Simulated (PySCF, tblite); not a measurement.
# C₆H₁₂F₂OSi: geometry, infrared bands and NMR shifts

Aim: predict the infrared bands and NMR shifts of C₆H₁₂F₂OSi (`CC(C)O[C@@H]([SiH3])/C(F)=C/F`).

Computed with tblite 0.8.0 and PySCF 2.14.0, with density-fitted response routines of our own, on a single molecule in the gas phase. Atoms count from 0, in the outputs and in this text.

### 1 Starting geometry

22 atoms, charge 0, multiplicity 1; geometry from: force field or distance geometry start.

Bonds of the start (Å): C0–C1 1.51, C1–C2 1.52, C1–O3 1.39, O3–C4 1.39, C4–Si5 1.86, C4–C6 1.50, C6–F7 1.36, C6–C8 1.35, C8–F9 1.36, C0–H10 1.09, C0–H11 1.13, C0–H12 1.12, C1–H13 1.09, C2–H14 1.09, C2–H15 1.12, C2–H16 1.12, C4–H17 1.11, Si5–H18 1.48, Si5–H19 1.46, Si5–H20 1.46, C8–H21 1.09.

### 2 Geometry optimisation with GFN2-xTB

Job settings and geometry (Å):

```
{"job": {"kind": "relax", "xc": "GFN2-xTB", "basis": "xTB"}, "charge": 0, "multiplicity": 1}
C     -2.230400     0.760400     0.635700
C     -1.251900    -0.125100    -0.099200
C     -1.719300    -1.568800     0.007600
O     -0.005300    -0.056700     0.521700
C      0.887400     0.462300    -0.404100
Si     1.619200     2.037300     0.266700
C      2.001000    -0.483100    -0.735500
F      2.985900    -0.160200    -1.623400
C      1.997800    -1.676300    -0.096200
F      2.968700    -2.605000    -0.326000
H     -1.740500     1.424400     1.351300
H     -2.767600     1.408900    -0.117800
H     -3.023500     0.125100     1.095400
H     -1.216100     0.235800    -1.130000
H     -1.633100    -1.916600     1.041800
H     -2.758300    -1.675500    -0.384400
H     -1.071400    -2.230000    -0.614100
H      0.380600     0.675800    -1.367800
H      1.272800     2.067700     1.708900
H      3.073500     2.024400     0.125100
H      1.035000     3.163900    -0.463600
H      1.185100    -1.869400     0.607100
```

Run with:

```bash
OMP_NUM_THREADS=1 python probes_run.py task.json out
```

The driver reads the jobs from task.json and runs them one after another.

**Question.** This job is followed by: GFN2-xTB harmonic vibrations, gas phase; GIAO PBE0/pcSseg-1 NMR shielding, non-relativistic, gas phase. Predict these results of the whole session: strongest single infrared mode (GFN2-xTB); zero-point energy (GFN2-xTB); ¹³C shifts against TMS (PBE0/pcSseg-1); ¹H shifts against TMS (PBE0/pcSseg-1, means over atoms taken as alike); ¹⁷O shifts against H2O (PBE0/pcSseg-1); ²⁹Si shifts against TMS (PBE0/pcSseg-1); ¹⁹F shifts against CFCl3 (PBE0/pcSseg-1).

**Answer**, as computed:

| quantity | value |
| --- | --- |
| strongest single infrared mode (GFN2-xTB) | 781 cm⁻¹, 396 km/mol |
| zero-point energy (GFN2-xTB) | 102.8 kcal/mol |
| ¹³C shifts against TMS (PBE0/pcSseg-1) | 160.4, 143.5, 81.7, 69.2, 26.4, 25.3 ppm |
| ¹H shifts against TMS (PBE0/pcSseg-1, means over atoms taken as alike) | 6.67, 3.96, 3.64, 3.63, 1.26, 1.26 ppm |
| ¹⁷O shifts against H2O (PBE0/pcSseg-1) | 68.7 ppm |
| ²⁹Si shifts against TMS (PBE0/pcSseg-1) | -60.3 ppm |
| ¹⁹F shifts against CFCl3 (PBE0/pcSseg-1) | -148.7, -176.0 ppm |

In words: The optimisation took 189 steps and gained 0.949 eV; among the close pairs (by a distance rule), C4–Si5 changed most, from 1.862 to 1.929 Å. All 60 modes are real, so the xTB geometry is a minimum. The strongest single mode, at 781 cm⁻¹, is spread over several atoms, H20, H19, Si5, H18 among them. GFN2-xTB is a fitted tight-binding method: band positions and strengths are rough. Its intensities can rank the bands wrongly. H21 (hydrogen on an alkene CH) lies farthest downfield among hydrogen, at 6.67 ppm; attached to an sp2 carbon and in the plane of the double bond. At PBE0/pcSseg-1: The largest span, 217 ppm, is at F9, where the paramagnetic term is -119 ppm.
